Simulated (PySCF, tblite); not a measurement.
**C₇H₁₂SSi: geometry, infrared bands, NMR shifts, electronic excitations and core binding energies**

Aim: predict the infrared bands, NMR shifts, electronic excitations and core binding energies of C₇H₁₂SSi (`C#C/C(CC)=C(/C)S[SiH3]`).

Programs: tblite 0.8.0 and PySCF 2.14.0, with density-fitted response routines of our own. Each step states its level of theory. These are calculated values for one molecule in the gas phase, unless marked as measured. Atoms count from 0, in the outputs and in this text.

## 1. Starting geometry

21 atoms, charge 0, multiplicity 1; geometry from: force field or distance geometry start.

Bonds of the start (Å): C0–C1 1.21, C1–C2 1.46, C2–C3 1.49, C3–C4 1.53, C2–C5 1.31, C5–C6 1.48, C5–S7 1.80, S7–Si8 2.14, C0–H9 1.06, C3–H10 1.12, C3–H11 1.12, C4–H12 1.11, C4–H13 1.13, C4–H14 1.11, C6–H15 1.10, C6–H16 1.12, C6–H17 1.12, Si8–H18 1.47, Si8–H19 1.46, Si8–H20 1.47.

## 2. Geometry optimisation with GFN2-xTB

The job: settings as JSON, then the geometry in Å.

```
{"job": {"kind": "relax", "xc": "GFN2-xTB", "basis": "xTB"}, "charge": 0, "multiplicity": 1}
C     -1.223500     2.737300    -1.123800
C     -0.999000     1.605400    -0.758900
C     -0.694000     0.245700    -0.322600
C     -1.852500    -0.681300    -0.240800
C     -2.874500    -0.172200     0.774900
C      0.537400    -0.104900    -0.044900
C      0.877600    -1.477400     0.390500
S      1.801900     1.165100    -0.208500
Si     3.715400     0.343400     0.299300
H     -1.428500     3.728900    -1.443400
H     -1.508900    -1.674200     0.137100
H     -2.376000    -0.765400    -1.223600
H     -2.989300    -0.865600     1.630500
H     -3.878300    -0.048900     0.278400
H     -2.564100     0.843400     1.086900
H      0.406500    -2.274100    -0.210600
H      0.618100    -1.542600     1.478600
H      1.995100    -1.564100     0.333500
H      3.606400    -0.731200     1.291900
H      4.343500    -0.178200    -0.914100
H      4.477700     1.428000     0.943800
```

Run with:

```bash
> OMP_NUM_THREADS=1 python probes_run.py task.json out
```

The driver reads the jobs from task.json and runs them one after another.

**Question.** This job is followed by: GFN2-xTB harmonic vibrations, gas phase; PBE0-D3(BJ)/def2-SVP geometry optimisation, gas phase; GIAO PBE0/pcSseg-1 NMR shielding, non-relativistic, gas phase; TDDFT wB97X-D/def2-SVPD, vertical, gas phase, core orbitals frozen in the response; GIAO B3LYP/pcSseg-1 NMR shielding, non-relativistic, gas phase; delta-SCF UKS SCAN, pcX-2 on the ionised atom, pcseg-1 elsewhere, spin-free X2C. What will the session give for the following? strongest single infrared mode (GFN2-xTB); zero-point energy (GFN2-xTB); point group; rotational constants (main isotopes); ¹³C shifts against TMS (PBE0/pcSseg-1); ¹H shifts against TMS (PBE0/pcSseg-1, means over atoms taken as alike); ³³S shifts against CS2 (PBE0/pcSseg-1); ²⁹Si shifts against TMS (PBE0/pcSseg-1); lowest singlet (wB97X-D/def2-SVPD); brightest single state of those computed; lowest triplet; vertical ionisation energy (ΔSCF); C1s binding energies, SCAN/pcX-2 (standing for 6 of 7 atoms); S1s binding energies, SCAN/pcX-2; S2p binding energies, SCAN/pcX-2; Si1s binding energies, SCAN/pcX-2; Si2p binding energies, SCAN/pcX-2; range of the shift of S7.

The runs gave:

| quantity | value |
| --- | --- |
| strongest single infrared mode (GFN2-xTB) | 769 cm⁻¹, 473 km/mol |
| zero-point energy (GFN2-xTB) | 100.0 kcal/mol |
| point group | C1 |
| rotational constants (main isotopes) | 1.64, 0.80, 0.64 GHz |
| ¹³C shifts against TMS (PBE0/pcSseg-1) | 147.0, 140.5, 93.2, 86.2, 31.8, 24.2, 15.3 ppm |
| ¹H shifts against TMS (PBE0/pcSseg-1, means over atoms taken as alike) | 4.55, 3.42, 2.19, 2.11, 1.09 ppm |
| ³³S shifts against CS2 (PBE0/pcSseg-1) | -99 ppm |
| ²⁹Si shifts against TMS (PBE0/pcSseg-1) | -53.7 ppm |
| lowest singlet (wB97X-D/def2-SVPD) | 4.82 eV (257 nm), f = 0.023 |
| brightest single state of those computed | state 2, 5.22 eV, f = 0.292 |
| lowest triplet | 3.27 eV |
| vertical ionisation energy (ΔSCF) | 8.38 eV |
| C1s binding energies, SCAN/pcX-2 (standing for 6 of 7 atoms) | C6 290.79, C3 290.73, C2 290.71, C5 290.67, C4 290.55, C0 289.69 eV |
| S1s binding energies, SCAN/pcX-2 | S7 2476.41 eV |
| S2p binding energies, SCAN/pcX-2 | S7 169.05 eV |
| Si1s binding energies, SCAN/pcX-2 | Si8 1846.65 eV |
| Si2p binding energies, SCAN/pcX-2 | Si8 107.04 eV |
| range of the shift of S7 | -99 to -80 ppm |

What this shows: Relaxing lowered the energy by 0.645 eV in 260 steps; the close pair that moved most is C1–C2, from 1.460 to 1.414 Å (GFN2-xTB). All 57 modes are real, so the xTB geometry is a minimum. The strongest single mode, at 769 cm⁻¹, moves mainly H18 and H20. Unscaled tight-binding wavenumbers are off by several per cent, some by more. Its intensities can rank the bands wrongly. Over 9 steps the energy fell by 0.299 eV; of the close pairs, Si8–H20 changed most, 1.431 to 1.493 Å (PBE0/def2-SVP). No frequency check was run at this level, so the end point may be a saddle. At PBE0/pcSseg-1: The largest span, 442 ppm, is at S7, where the paramagnetic term is -463 ppm. The first singlet state (HOMO−1→LUMO 0.72, HOMO→LUMO 0.23) lies at 4.82 eV and is weak; of the 10 states computed, the strongest absorption comes from state 2 at 5.22 eV. The lowest triplet lies 1.55 eV below the lowest singlet (triplets in Tamm-Dancoff, singlets in full TDDFT). ΔSCF puts the ionisation energy at 8.38 eV, 0.04 eV below −ε(HOMO). The C1s levels kept as sound span 1.10 eV, from C0 (terminal alkyne carbon) up to C6 (allylic methyl carbon). Only 6 of the 7 C atoms are covered by sound results. In ppm, S7 moves most: its shift spreads over 19 ppm, from -99 (PBE0/pcSseg-1) to -80 (B3LYP/pcSseg-1).
